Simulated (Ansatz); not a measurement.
# Al₂F₂H₄S₂: basis-set convergence

One table from this session's results is given with a row withheld; the runs are named, their logs left out.

The runs use Ansatz 0.2.0, Gaussian basis; one geometry, several basis sets.

Levels to be run: PBE0-D4/def2-SVP; ωB97M-V/def2-SVP; PBE0-D4/def2-QZVPP; ωB97M-V/def2-QZVPP; the functionals' def2-TZVPP values are taken from earlier runs.

## The geometry

All runs share one geometry, relaxed beforehand with PBE0-D4 in a triple-zeta def2 set.

SMILES `[F][Al@H-]1[SH+][Al@@H-]([F])[SH+]1`, 10 atoms, charge 0, spin multiplicity 1.

Atoms are counted from 1 here; the program's logs count them from 0.

Bond lengths: F1–Al2 1.657 Å, Al2–S3 2.360 Å, Al2–S6 2.360 Å, Al2–H7 1.570 Å, S3–Al4 2.360 Å, S3–H8 1.347 Å, Al4–F5 1.657 Å, Al4–S6 2.360 Å, Al4–H9 1.570 Å, S6–H10 1.347 Å. Angles: F1–Al2–S3 105.7°, F1–Al2–S6 105.7°, F1–Al2–H7 124.1°, S3–Al2–S6 96.1°, S3–Al2–H7 110.8°, S6–Al2–H7 110.8°, Al2–S3–Al4 83.7°, Al2–S3–H8 92.5°, Al4–S3–H8 92.5°, S3–Al4–F5 105.7°, S3–Al4–S6 96.1°, S3–Al4–H9 110.8°, F5–Al4–S6 105.7°, F5–Al4–H9 124.1°, S6–Al4–H9 110.8°, Al2–S6–Al4 83.7°, Al2–S6–H10 92.5°, Al4–S6–H10 92.5°.

The first run:

in.yaml reads:

```yaml
crystal:
  periodic: [false, false, false]
  atoms:
    - {symbol: F, position_ang: [0.965787, -0.758741, -2.304153]}
    - {symbol: Al, position_ang: [1.378230, -0.416140, -0.735823]}
    - {symbol: S, position_ang: [-0.111496, -1.663705, 0.603659]}
    - {symbol: Al, position_ang: [-0.925438, 0.463099, 1.223552]}
    - {symbol: F, position_ang: [-2.463776, 0.550278, 0.612753]}
    - {symbol: S, position_ang: [0.425516, 1.692344, -0.270867]}
    - {symbol: H, position_ang: [2.840473, -0.503265, -0.171198]}
    - {symbol: H, position_ang: [-1.006670, -1.779794, -0.396611]}
    - {symbol: H, position_ang: [-0.549659, 0.790804, 2.712161]}
    - {symbol: H, position_ang: [-0.469968, 1.573920, -1.270573]}
basis:
  gaussian: {orbitals: def2-SVP}
hamiltonian: {xc: pbe0, dispersion: d4}
output: {orbitals: {seedname: orbitals}}
```

Command:

```console
ansatz run in.yaml --threads 4 --pin off --events-out ev --progress --plain --max-ram 10444MiB
```

Steps of the session up to this table: PBE0-D4 in def2-SVP; ωB97M-V in def2-SVP; PBE0-D4 in def2-QZVPP; ωB97M-V in def2-QZVPP.

One of the session's tables, all rows but one given; the rest of the session is left out.

```
functional       basis  HOMO (eV)
   PBE0-D4    def2-SVP      -8.75
   PBE0-D4  def2-TZVPP          ?
   PBE0-D4  def2-QZVPP      -8.75
   ωB97M-V    def2-SVP     -10.85
   ωB97M-V  def2-TZVPP     -10.87
   ωB97M-V  def2-QZVPP     -10.89
```

**Question.** Estimate the row for PBE0-D4, def2-TZVPP.

As computed: HOMO (eV): -8.74. In the column «HOMO (eV)» it is the highest.
